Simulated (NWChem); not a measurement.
# M06-2X/6-311++G(2d,2p) run of C3H5F (allyl fluoride)

Aim: the electronic atomisation energy of C3H5F (allyl fluoride) at M06-2X/6-311++G(2d,2p), from 4 runs. 

Program for the calculation: NWChem 7.3.0.

### 1 The system as given

C3H5F: 9 atoms, total charge 0, spin state singlet. SMILES: `C=CCF`. Geometry: relaxed at PBE0-D4/def2-TZVP. This is one conformer, not always the lowest.

Bond lengths: C1–C2 1.324 Å, C2–C3 1.486 Å, C3–F4 1.387 Å, C1–H5 1.084 Å, C1–H6 1.086 Å, C2–H7 1.087 Å, C3–H8 1.096 Å, C3–H9 1.094 Å. Some angles: C1–C2–C3 123.6°, C2–C3–F4 110.3°, C1–C2–H7 120.6°, C3–C2–H7 115.9°, C2–C1–H5 121.7°, C2–C1–H6 121.3°, C2–C3–H8 111.1°, C2–C3–H9 111.2°, F4–C3–H8 106.9°, F4–C3–H9 108.2°.

### 2 The energy at M06-2X/6-311++G(2d,2p) (run 1)

run.nw reads:

```
start run
memory stack 880 mb heap 220 mb global 1100 mb
charge 0

geometry units angstrom noautosym nocenter noautoz
  C    -0.578000    1.122500   -0.608000
  C     0.352500    0.215400   -0.353400
  C     0.200500   -0.852800    0.668500
  F     0.430500   -2.098200    0.102300
  H    -0.422500    1.909200   -1.336700
  H    -1.531700    1.114000   -0.089100
  H     1.299800    0.230700   -0.886500
  H     0.929800   -0.730800    1.477200
  H    -0.806800   -0.852300    1.094700
end

basis spherical bse
  * library "6-311++G(2d,2p)"
end

dft
  xc m06-2x
  grid fine
  convergence energy 1e-08
  iterations 100
  mulliken
  print low
end

task dft energy
```

Run with:

```sh
nwchem run.nw > run.out
```

What it wrote:

```text
[...]
 d= 0,ls=0.0,diis     1   -217.0574330203 -3.32D+02  4.33D-03  5.97D-01    10.1
[...]
 d= 0,ls=0.0,diis    10   -217.1158412513 -1.36D-09  3.53D-07  1.51D-09    88.4
         Total DFT energy =     -217.115841251310
      One electron energy =     -523.025133817852
           Coulomb energy =      219.839091591948
    Exchange-Corr. energy =      -28.510415571501
 Nuclear repulsion energy =      114.580616546095
[...]
      Total Density - Mulliken Population Analysis
     ---------------------------------------------
    Atom       Charge   Shell Charges
 -----------   ------   -------------------------------------------------------
    1 C    6     6.31   1.11  0.89  0.63  0.76  1.45  0.49  0.80  0.06  0.07  0.01  0.05
    2 C    6     5.84   1.11  0.89  0.63  0.76  1.47  0.47  0.72 -0.30 -0.00  0.01  0.07
    3 C    6     6.19   1.11  0.89  0.61  0.75  1.45  0.38  0.60  0.21  0.05  0.02  0.12
    4 F    9     9.25   1.08  0.92  1.17  1.07  2.35  0.93  1.75 -0.06  0.02  0.00  0.01
    5 H    1     0.90   0.28  0.48  0.10  0.01  0.01  0.02
    6 H    1     0.91   0.28  0.48  0.11  0.01  0.01  0.03
    7 H    1     0.85   0.28  0.47  0.09 -0.02  0.01  0.02
    8 H    1     0.89   0.28  0.47  0.10  0.01  0.01  0.02
    9 H    1     0.86   0.28  0.47  0.10 -0.01  0.01  0.02
[...]
```

Run time: 89 s. Hardware: 1 thread of Intel Xeon Platinum 8259CL at 2.50GHz (Skylake/Cascade Lake), shared host; peak memory 0.12 GiB.

### 3 The C atom, same level (run 2)

a.nw reads:

```
echo
start a
title "C"
memory stack 880 mb heap 220 mb global 1100 mb

geometry units bohr noautosym nocenter noautoz
 C    0.00000000   0.00000000   0.00000000
end

basis spherical bse
 * library "6-311++G(2d,2p)"
end

dft
 xc m06-2x
 mult 3
 grid fine
 convergence energy 1e-08
 maxiter 100
 mulliken
 noprint "final vectors analysis"
end

task dft energy
```

Run the same way, it converges to -37.84064 Eh (log not shown).

Run 3 isn't shown in full; the table further down has it.

### 4 The H atom at the same level (run 4)

h.nw reads:

```
start h
memory 2200 mb
charge 0
geometry units angstrom noautosym nocenter noautoz
   H        0.000000       0.000000       0.000000
end
basis spherical bse
   * library "6-311++G(2d,2p)"
end
dft
   xc m06-2x
   mult 2
   grid fine
   convergence energy 1e-08
   maxiter 100
   mulliken
   noprint "final vectors analysis"
end
task dft energy
```

Run with:

```sh
nwchem h.nw > h.out
```

What it wrote:

```text
[...]
          Wavefunction type:  spin polarized.
          No. of atoms     :     1
          No. of electrons :     1
[...]
          Charge           :     0
          Spin multiplicity:     2
[...]
          AO basis - number of functions:    10
[...]
              XC Information
              --------------
                       M06-2X Method XC Functional
                     Hartree-Fock (Exact) Exchange  0.540
                        M06-2X Exchange Functional  1.000
                      M06-2X Correlation Potential  1.000
[...]
 d= 0,ls=0.0,diis     1     -0.4975937895 -4.98D-01  4.64D-03  1.93D-03     0.1
[...]
 d= 0,ls=0.0,diis     5     -0.4981951202 -1.02D-10  2.40D-07  2.73D-13     0.2
[...]
         Total DFT energy =       -0.498195120223
      One electron energy =       -0.499213408059
           Coulomb energy =        0.306769188221
    Exchange-Corr. energy =       -0.305750900385
 Nuclear repulsion energy =        0.000000000000
[...]
      Total Density - Mulliken Population Analysis
     ---------------------------------------------
    Atom       Charge   Shell Charges
 -----------   ------   -------------------------------------------------------
    1 H    1     1.00   0.18  0.45  0.35  0.02  0.00  0.00
     --------------------------------------------
      Spin Density - Mulliken Population Analysis
     --------------------------------------------
    Atom       Charge   Shell Charges
 -----------   ------   -------------------------------------------------------
    1 H    1     1.00   0.18  0.45  0.35  0.02  0.00  0.00
[...]
      <S2> =      0.7500 (Exact =     0.7500)
[...]
```

Wall time 0.74 s (1 thread of Intel Xeon Platinum 8259CL at 2.50GHz (Skylake/Cascade Lake), shared host); peak memory 0.1 GiB.

### 5 Overview of the runs

| run | level | partner | energy (Eh) | wall time |
| --- | --- | --- | --- | --- |
| 1 | M06-2X/6-311++G(2d,2p) | base | -217.115841 | 89 s |
| 2 | UM06-2X/6-311++G(2d,2p) | atoms | -37.840639 | 1.4 s |
| 3 | UM06-2X/6-311++G(2d,2p) | atoms | -99.726024 | 3.9 s |
| 4 | UM06-2X/6-311++G(2d,2p) | atoms | -0.498195 | 0.74 s |

### 6 What came out

At M06-2X/6-311++G(2d,2p):

| quantity | value |
| --- | --- |
| H atom: total energy | -0.49820 Eh |
| H atom: ⟨S²⟩ | 0.750 |
| electronic atomisation energy | 37.468 eV |

**Reading.** Taking the molecule apart into free atoms costs 37.47 eV (3615 kJ/mol), before zero-point energy and without spin-orbit coupling. All runs together took 95 s, the longest 89 s.
